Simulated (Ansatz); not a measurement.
Consider a comparison of norm-conserving and PAW potentials of TiNi, space group P4/mmm (the Ansatz DFT code, driven from Python).

The script, `tini.py`:
```python
# -*- coding: utf-8 -*-
"""Two kinds of potentials on TiNi."""

import logging
import sys

import ansatz
import numpy as np

logging.basicConfig(stream=sys.stdout, format="[%(levelname)s] %(message)s")
log = logging.getLogger("calc")
log.setLevel(logging.INFO)


def count_gap(report):
    # lowest empty less highest filled band, counting bands; zero where they overlap
    return max(report.get("gap_by_band_count_ev") or 0.0, 0.0)


def main():
    vectors = np.array([
        [2.735803, 0.0, 0.0],
        [0.0, 2.735803, 0.0],
        [0.0, 0.0, 3.58141],
    ])
    xtal = (
        ansatz.Lattice.of(vectors)
        .atom("Ti", (0.5, 0.5, 0.5))
        .atom("Ni", (0.0, 0.0, 0.0))
        .moments(Ni=2.0)
    )

    model = (
        xtal.calculation()
        .functional("lda")
        .kpoints(spacing=0.22)
        .occupations(ansatz.OccupationsMethod.FERMI_DIRAC, width=0.1)
        .spin(ansatz.SpinTreatment.COLLINEAR)
        .stress()
        .forces()
        .band_table()
    )
    variants = {
        "PAW": model.pseudopotentials("paw"),
        "norm-conserving": model.pseudopotentials("nc"),
    }
    # totals differ by the cores that each treatment holds, so compare what does not depend on them
    rows = []
    for label, variant in variants.items():
        data = variant.run().report
        levels = np.array(data["eigenvalues_ev"][0]) - data["fermi_energy_ev"]
        print(label, "levels at the first k-point near E_F:", np.round(levels[np.abs(levels) < 5], 3))
        rows.append((label, data["n_electrons"], np.trace(data["stress_gpa"]) / 3, count_gap(data), data["magnetization_mub"]))
    log.info("     treatment  electrons in bands           P GPa  gap by band count eV      moment muB")
    for row in rows:
        log.info(f"{str(row[0]):>14s}  {row[1]:18.1f}  {row[2]:14.3f}  {row[3]:20.3f}  {row[4]:14.3f}")


if __name__ == "__main__":
    main()
```

How well do the two treatments of the cores agree on the pressure?

PAW gives -11.697 GPa and norm-conserving -11.738 GPa, 0.041 GPa apart. They took 8.8 and 39.9 s of processor time.

The run itself:

```console
$ python tini.py
DeckWarning: basis.ecutwfc = 420 eV, auto-derived from the records' recommended cutoffs: set by Ti (normal level)
RunWarning: the starting moments were not kept: the SCF closed with an absolute magnetisation of 1.1e-5 μB, where they sum to 2 μB in size (1 site). That is at most 0.1 of that sum. Measured as dr2_m measures the in/out step, that magnetisation stands 4.2e-11 eV from none, at or under the dr2_threshold of 1.0e-7 eV: [...]
PAW levels at the first k-point near E_F: [-3.894 -3.413 -1.853 -1.853 -1.196 -0.294  0.65   2.931  2.931  3.368
  3.865]
DeckWarning: basis.ecutwfc = 1333.357926 eV, auto-derived from the records' recommended cutoffs: set by Ni (normal level)
norm-conserving levels at the first k-point near E_F: [-3.892 -3.42  -1.851 -1.851 -1.195 -0.296  0.652  2.939  2.939  3.378
  3.866]
[INFO]      treatment  electrons in bands           P GPa  gap by band count eV      moment muB
[INFO]            PAW                30.0         -11.697                 0.000           0.000
[INFO] norm-conserving                30.0         -11.738                 0.000           0.000
```
(Warnings from the package without file and line, shortened, repeats left out.)

Total energies depend on the potentials; only differences at equal settings carry meaning. A total without «per atom» is that of the cell as typed. The SCF didn't keep the moments it started from (some shrank, vanished or turned); what is printed is the state reached. The computed bands are complete only to about 2.7 eV above the Fermi level. The mesh is modest for a metal, so energies can be off by several to tens of meV an atom and pressures by half a GPa or more; differences at equal mesh fare better. A gap by band count of zero or less means overlapping bands, a metal. At these settings the cell as given stands under about -12 GPa, so it isn't at this functional's equilibrium volume. This cell is a computed structure, which may not be the phase found in nature. Gaps and levels are Kohn-Sham values on a finite set of k-points. Stress is positive in compression. Timing: 50 s on 1 thread of Intel(R) Xeon(R) Processor @ 2.30GHz, on a shared host, peak memory 0.8 GiB.
